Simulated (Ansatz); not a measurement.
# C4H3F5: ionisation energy by level of theory

An exercise on one series of results from a longer session: the logs are not shown, and one member is left open.

Computed with Ansatz 0.2.0, Gaussian basis. Level: unrestricted cation, the program's frozen cores in correlated methods.

Levels to be run: UKS PBE-D4/def2-TZVPP; UKS r2SCAN-D4/def2-TZVPP; UKS PBE0-D4/def2-TZVPP; UKS B3LYP-D4/def2-TZVPP; UKS wB97X-V/def2-TZVPP; UKS wB97M-V/def2-TZVPP; UKS B2PLYP/def2-TZVPP; UHF-CCSD(T)/def2-TZVPP; UHF-MP2/def2-QZVPP; extrapolation to the limit; then −ε(HOMO) from the neutral's earlier runs with LDA (SPW92), PBE-D4, revPBE-D4, BLYP-D4, r2SCAN-D4, B97M-V, PBE0-D4, B3LYP-D4, r2SCANh-D4, r2SCAN0-D4, HSE06-D4, BHLYP-D4, CAM-B3LYP-D4, LC-ωPBE, ωB97X-V, ωB97M-V.

## The relaxed structure

The geometry comes from an earlier relaxation with PBE0-D4 in a triple-zeta def2 set; it is a stationary point, not always the lowest conformer.

SMILES `FC1CC(F)(F)C1(F)F`, 12 atoms, charge 0, spin multiplicity 1.

Atoms are counted from 1 here; the program's logs count them from 0.

Bond lengths: F1–C2 1.357 Å, C2–C3 1.539 Å, C2–C7 1.542 Å, C2–H10 1.092 Å, C3–C4 1.527 Å, C3–H11 1.091 Å, C3–H12 1.087 Å, C4–F5 1.348 Å, C4–F6 1.336 Å, C4–C7 1.554 Å, C7–F8 1.340 Å, C7–F9 1.335 Å. Angles: F1–C2–C3 116.5°, F1–C2–C7 116.0°, F1–C2–H10 109.7°, C3–C2–C7 89.1°, C3–C2–H10 113.5°, C7–C2–H10 110.8°, C2–C3–C4 88.7°, C2–C3–H11 110.3°, C2–C3–H12 118.1°, C4–C3–H11 110.1°, C4–C3–H12 116.6°, H11–C3–H12 111.2°, C3–C4–F5 112.8°, C3–C4–F6 117.8°, C3–C4–C7 89.0°, F5–C4–F6 108.4°, F5–C4–C7 111.1°, F6–C4–C7 116.8° and more.

The first run:

in.yaml

```yaml
crystal:
  periodic: [false, false, false]
  atoms:
    - {symbol: F, position_ang: [1.756618, -1.327262, 0.517148]}
    - {symbol: C, position_ang: [1.068150, -0.246685, 0.071547]}
    - {symbol: C, position_ang: [-0.017938, -0.512174, -0.985677]}
    - {symbol: C, position_ang: [-0.940429, 0.440511, -0.228051]}
    - {symbol: F, position_ang: [-0.906068, 1.697482, -0.714361]}
    - {symbol: F, position_ang: [-2.218216, 0.081290, -0.078430]}
    - {symbol: C, position_ang: [-0.021434, 0.298245, 1.017041]}
    - {symbol: F, position_ang: [-0.478413, -0.641743, 1.854936]}
    - {symbol: F, position_ang: [0.251716, 1.404814, 1.711967]}
    - {symbol: H, position_ang: [1.767479, 0.543588, -0.211113]}
    - {symbol: H, position_ang: [-0.385571, -1.535747, -0.901577]}
    - {symbol: H, position_ang: [0.201207, -0.257520, -2.019526]}
basis:
  gaussian: {orbitals: def2-TZVPP}
total_charge: 1
magnetization: {spin_polarized: true, initial_magnetization: 1}
hamiltonian: {xc: pbe, dispersion: d4}
```

The run is started by

```bash
> ansatz run in.yaml --threads 2 --pin off --events-out ev --progress --plain --max-ram 32768MiB --backend cuda --devices 0, --max-vram 18GiB
```

Among the steps run: Cation, UKS PBE-D4/def2-TZVPP; Cation, UKS r2SCAN-D4/def2-TZVPP; Cation, UKS PBE0-D4/def2-TZVPP; Cation, UKS B3LYP-D4/def2-TZVPP; Cation, UKS wB97X-V/def2-TZVPP; Cation, UKS wB97M-V/def2-TZVPP; Cation, UKS B2PLYP (frozen core)/def2-TZVPP; Cation, UHF-CCSD(T)/def2-TZVPP; Cation, UHF-MP2/def2-QZVPP.

One table of the session follows, with a row left open; its other results are not shown here.

For comparison, −ε(HOMO) of the neutral from earlier runs:

| functional | −ε(HOMO) (eV) |
| --- | --- |
| LDA (SPW92) | 7.79 |
| PBE-D4 | 7.56 |
| revPBE-D4 | 7.46 |
| BLYP-D4 | 7.53 |
| r2SCAN-D4 | 7.92 |
| B97M-V | 8.08 |
| PBE0-D4 | 9.27 |
| B3LYP-D4 | 9.07 |
| r2SCANh-D4 | 8.56 |
| r2SCAN0-D4 | 9.52 |
| HSE06-D4 | 8.86 |
| BHLYP-D4 | 10.98 |
| CAM-B3LYP-D4 | 10.81 |
| LC-ωPBE | 12.06 |
| ωB97X-V | 11.72 |
| ωB97M-V | ? |

Estimate the missing values for ωB97M-V.

As computed: −ε(HOMO) (eV): 11.63. In the column «−ε(HOMO) (eV)» it lies between BHLYP-D4 (10.98) and ωB97X-V (11.72).
